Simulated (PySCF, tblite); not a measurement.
# C7H11OP: geometry, infrared bands and NMR shifts

Wanted: the infrared bands and NMR shifts of C7H11OP (`CC(C)(C)c1cpco1`), by calculation.

Programs: tblite 0.8.0 and PySCF 2.14.0, with density-fitted response routines of our own. Each step states its level of theory. These are calculated values for one molecule in the gas phase, unless marked as measured. Atoms count from 0, in the outputs and in this text.

## Step 1: The molecule as given

20 atoms, charge 0, multiplicity 1; geometry from: force field or distance geometry start.

Bonds of the start (Å): C0–C1 1.50, C1–C2 1.51, C1–C3 1.51, C1–C4 1.51, C4–C5 1.36, C5–P6 1.93, P6–C7 1.54, C7–O8 1.29, O8–C4 1.29, C0–H9 1.11, C0–H10 1.10, C0–H11 1.13, C2–H12 1.11, C2–H13 1.11, C2–H14 1.12, C3–H15 1.07, C3–H16 1.11, C3–H17 1.13, C5–H18 1.07, C7–H19 1.11.

## Step 2: Geometry optimisation with GFN2-xTB

The job: settings as JSON, then the geometry in Å.

```
{"job": {"kind": "relax", "xc": "GFN2-xTB", "basis": "xTB"}, "charge": 0, "multiplicity": 1}
C     -1.343100     0.925800    -0.832900
C     -0.665400    -0.146400    -0.039600
C     -1.152400    -0.275300     1.381500
C     -0.773300    -1.421900    -0.834400
C      0.800600     0.193400     0.099800
C      1.323800     1.320100    -0.465600
P      3.192800     1.225700     0.011900
C      2.873100    -0.091000     0.736100
O      1.660700    -0.538700     0.723500
H     -0.912400     0.878200    -1.857300
H     -1.146400     1.948400    -0.467900
H     -2.445400     0.701800    -0.883800
H     -2.142100     0.222800     1.490700
H     -1.172100    -1.342600     1.684100
H     -0.446300     0.216900     2.103100
H     -1.078200    -1.265000    -1.847500
H     -1.442300    -2.168600    -0.352600
H      0.261900    -1.863900    -0.867100
H      0.909500     2.122900    -1.029800
H      3.691600    -0.632000     1.244800
```

Command:

```sh
OMP_NUM_THREADS=1 python probes_run.py task.json out
```

This one command runs all jobs of the session in turn.

**Question.** This job is followed by: GFN2-xTB harmonic vibrations, gas phase; GIAO PBE0/pcSseg-1 NMR shielding, non-relativistic, gas phase. What will the session give for the following? strongest single infrared mode (GFN2-xTB); zero-point energy (GFN2-xTB); 13C shifts against TMS (PBE0/pcSseg-1, means over atoms taken as alike); 1H shifts against TMS (PBE0/pcSseg-1, means over atoms taken as alike); 31P shifts against H3PO4 (PBE0/pcSseg-1); 17O shifts against H2O (PBE0/pcSseg-1).

**Answer**, as computed:

| quantity | value |
| --- | --- |
| strongest single infrared mode (GFN2-xTB) | 3038 cm⁻¹, 82 km/mol |
| zero-point energy (GFN2-xTB) | 103.0 kcal/mol |
| 13C shifts against TMS (PBE0/pcSseg-1, means over atoms taken as alike) | 187.7, 177.8, 121.9, 37.5, 30.7 ppm |
| 1H shifts against TMS (PBE0/pcSseg-1, means over atoms taken as alike) | 8.91, 6.91, 1.39 ppm |
| 31P shifts against H3PO4 (PBE0/pcSseg-1) | 134.1 ppm |
| 17O shifts against H2O (PBE0/pcSseg-1) | 355.6 ppm |

**Reading.** The optimisation took 83 steps and gained 1.840 eV; among the close pairs (by a distance rule), P6–C7 changed most, from 1.536 to 1.706 Å. No mode is imaginary among the 54: a minimum at this level. GFN2-xTB is a fitted tight-binding method: band positions and strengths are rough. Its intensities can rank the bands wrongly. At PBE0/pcSseg-1: The largest span, 504 ppm, is at P6, where the paramagnetic term is -783 ppm. NICS(1)zz of -25 ppm above the planar ring from C4 marks a diatropic (aromatic) ring current.
